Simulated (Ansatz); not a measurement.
# GaH2Cl: vertical ionisation energy

The task here is to estimate one member of a computed series from the others.

The runs use Ansatz 0.2.0, Gaussian basis; unrestricted cation, the program's frozen cores in correlated methods.

Plan: UKS PBE-D4/def2-TZVPP; UKS r2SCAN-D4/def2-TZVPP; UKS PBE0-D4/def2-TZVPP; UKS B3LYP-D4/def2-TZVPP; UKS wB97X-V/def2-TZVPP; UKS wB97M-V/def2-TZVPP; UKS B2PLYP/def2-TZVPP; UHF-CCSD(T)/def2-TZVPP; UHF-MP2/def2-QZVPP; extrapolation to the limit; then −ε(HOMO) from the neutral's earlier runs with LDA (SPW92), PBE-D4, revPBE-D4, BLYP-D4, r2SCAN-D4, B97M-V, PBE0-D4, B3LYP-D4, r2SCANh-D4, r2SCAN0-D4, HSE06-D4, BHLYP-D4, CAM-B3LYP-D4, LC-ωPBE, ωB97X-V, ωB97M-V.

### Structure used throughout

The geometry comes from an earlier relaxation with PBE0-D4 in a triple-zeta def2 set; it is a stationary point.

SMILES `[Cl][GaH2]`, 4 atoms, charge 0, spin multiplicity 1.

Atoms are counted from 1 here; the program's logs count them from 0.

Bond lengths: Cl1–Ga2 2.149 Å, Ga2–H3 1.556 Å, Ga2–H4 1.556 Å. Angles: Cl1–Ga2–H3 115.2°, Cl1–Ga2–H4 115.2°, H3–Ga2–H4 129.7°.

The first run:

The input, in.yaml:

```yaml
crystal:
  periodic: [false, false, false]
  atoms:
    - {symbol: Cl, position_ang: [-1.697173, 0.503886, -0.764031]}
    - {symbol: Ga, position_ang: [0.195646, -0.070173, 0.075551]}
    - {symbol: H, position_ang: [0.586691, -1.561866, -0.132407]}
    - {symbol: H, position_ang: [0.970434, 1.067953, 0.800585]}
basis:
  gaussian: {orbitals: def2-TZVPP}
total_charge: 1
magnetization: {spin_polarized: true, initial_magnetization: 1}
hamiltonian: {xc: pbe, dispersion: d4}
```

On the command line:

```sh
$ ansatz run in.yaml --threads 4 --pin off --events-out ev --progress --plain --max-ram 10444MiB
```

Steps of the session up to this table: Cation, UKS PBE-D4/def2-TZVPP; Cation, UKS r2SCAN-D4/def2-TZVPP; Cation, UKS PBE0-D4/def2-TZVPP; Cation, UKS B3LYP-D4/def2-TZVPP; Cation, UKS wB97X-V/def2-TZVPP; Cation, UKS wB97M-V/def2-TZVPP; Cation, UKS B2PLYP (frozen core)/def2-TZVPP; Cation, UHF-CCSD(T)/def2-TZVPP; Cation, UHF-MP2/def2-QZVPP.

One of the session's tables, all rows but one given; the rest of the session is left out.

Orbital estimates, from the neutral's runs:

```
  functional  −ε(HOMO) (eV)
 LDA (SPW92)           7.22
      PBE-D4           7.13
   revPBE-D4           7.09
     BLYP-D4           6.99
   r2SCAN-D4           7.46
      B97M-V           7.57
     PBE0-D4              ?
    B3LYP-D4           8.21
  r2SCANh-D4           7.94
  r2SCAN0-D4           8.67
    HSE06-D4           8.05
    BHLYP-D4           9.67
CAM-B3LYP-D4           9.81
     LC-ωPBE          11.21
     ωB97X-V          10.84
     ωB97M-V          10.66
```

**Question.** Estimate the row for PBE0-D4.

**Answer.** −ε(HOMO) (eV): 8.45. In the column «−ε(HOMO) (eV)» it lies between B3LYP-D4 (8.21) and r2SCAN0-D4 (8.67).
